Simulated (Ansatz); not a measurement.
# C₃H₆AuN: basis-set convergence

One table from this session's results is given with a row withheld; the runs are named, their logs left out.

The runs use Ansatz 0.2.0, Gaussian basis; one geometry, several basis sets.

The runs, in order: PBE0-D4/def2-SVP; ωB97M-V/def2-SVP; PBE0-D4/def2-QZVPP; ωB97M-V/def2-QZVPP; the functionals' def2-TZVPP values are taken from earlier runs.

2 further runs of the same task are left out: 2 for a known fault of the program.

## The geometry

All runs share one geometry, relaxed beforehand with PBE0-D4 in a triple-zeta def2 set. Au takes the def2 core potential; no spin-orbit term is included.

SMILES `CC#[N+][Au-][CH3]`, 11 atoms, charge 0, spin multiplicity 1.

Atoms are counted from 1 here; the program's logs count them from 0.

Bond lengths: C1–C2 1.444 Å, C1–H6 1.091 Å, C1–H7 1.091 Å, C1–H8 1.091 Å, C2–N3 1.145 Å, N3–Au4 2.050 Å, Au4–C5 2.019 Å, C5–H9 1.094 Å, C5–H10 1.094 Å, C5–H11 1.094 Å. Angles: C2–C1–H6 109.9°, C2–C1–H7 109.9°, C2–C1–H8 109.9°, H6–C1–H7 109.1°, H6–C1–H8 109.1°, H7–C1–H8 109.1°, C1–C2–N3 180.0°, C2–N3–Au4 179.9°, N3–Au4–C5 180.0°, Au4–C5–H9 110.8°, Au4–C5–H10 110.7°, Au4–C5–H11 110.8°, H9–C5–H10 108.2°, H9–C5–H11 108.2°, H10–C5–H11 108.1°.

Coordinates:

```mol
C3H6AuN
  3D, bonds by distance, orders not assigned

 11 10  0  0  0  0  0  0  0  0999 V2000
    0.2849   -1.0651    3.0194 C   0  0
    0.1579   -0.5857    1.6630 C   0  0
    0.0570   -0.2057    0.5872 N   0  0
   -0.1258    0.4726   -1.3382 Au  0  0
   -0.3056    1.1407   -3.2355 C   0  0
    1.2638   -1.5265    3.1594 H   0  0
    0.1793   -0.2335    3.7180 H   0  0
   -0.4907   -1.8044    3.2255 H   0  0
    0.5278    0.7905   -3.8510 H   0  0
   -0.3129    2.2340   -3.2619 H   0  0
   -1.2358    0.7830   -3.6859 H   0  0
  1  2  8  0
  2  3  8  0
  3  4  8  0
  4  5  8  0
  1  6  8  0
  1  7  8  0
  1  8  8  0
  5  9  8  0
  5 10  8  0
  5 11  8  0
M  END
```

Set-up of the first run:

Input file in.yaml:

```yaml
crystal:
  periodic: [false, false, false]
  atoms:
    - {symbol: C, position_ang: [0.284931, -1.065053, 3.019363]}
    - {symbol: C, position_ang: [0.157871, -0.585698, 1.663001]}
    - {symbol: N, position_ang: [0.057011, -0.205675, 0.587209]}
    - {symbol: Au, position_ang: [-0.125765, 0.472573, -1.338239]}
    - {symbol: C, position_ang: [-0.305646, 1.140741, -3.235483]}
    - {symbol: H, position_ang: [1.263807, -1.526514, 3.159409]}
    - {symbol: H, position_ang: [0.179347, -0.233527, 3.718044]}
    - {symbol: H, position_ang: [-0.490708, -1.804391, 3.225521]}
    - {symbol: H, position_ang: [0.527817, 0.790522, -3.850977]}
    - {symbol: H, position_ang: [-0.312871, 2.234031, -3.261929]}
    - {symbol: H, position_ang: [-1.235795, 0.783003, -3.685918]}
basis:
  gaussian: {orbitals: def2-SVP}
hamiltonian: {xc: pbe0, dispersion: d4}
output: {orbitals: {seedname: orbitals}}
```

On the command line:

```sh
ansatz run in.yaml --threads 4 --pin off --events-out ev --progress --plain --max-ram 10444MiB
```

Among the steps run: PBE0-D4 in def2-SVP; ωB97M-V in def2-SVP; PBE0-D4 in def2-QZVPP; ωB97M-V in def2-QZVPP.

One of the session's tables, all rows but one given; the rest of the session is left out.

It belongs to the step «Functionals by basis». 

```
functional       basis  HOMO (eV)  LUMO (eV)
   PBE0-D4    def2-SVP      -6.19      -0.33
   PBE0-D4  def2-TZVPP          ?          ?
   PBE0-D4  def2-QZVPP      -6.24      -0.42
   ωB97M-V    def2-SVP      -8.27       1.66
   ωB97M-V  def2-TZVPP      -8.32       1.49
   ωB97M-V  def2-QZVPP      -8.33       0.57
```

**Question.** Estimate the row for PBE0-D4, def2-TZVPP.

The run gave: HOMO (eV): -6.23; LUMO (eV): -0.39. In the column «HOMO (eV)» it lies between PBE0-D4, def2-QZVPP (-6.24) and PBE0-D4, def2-SVP (-6.19).
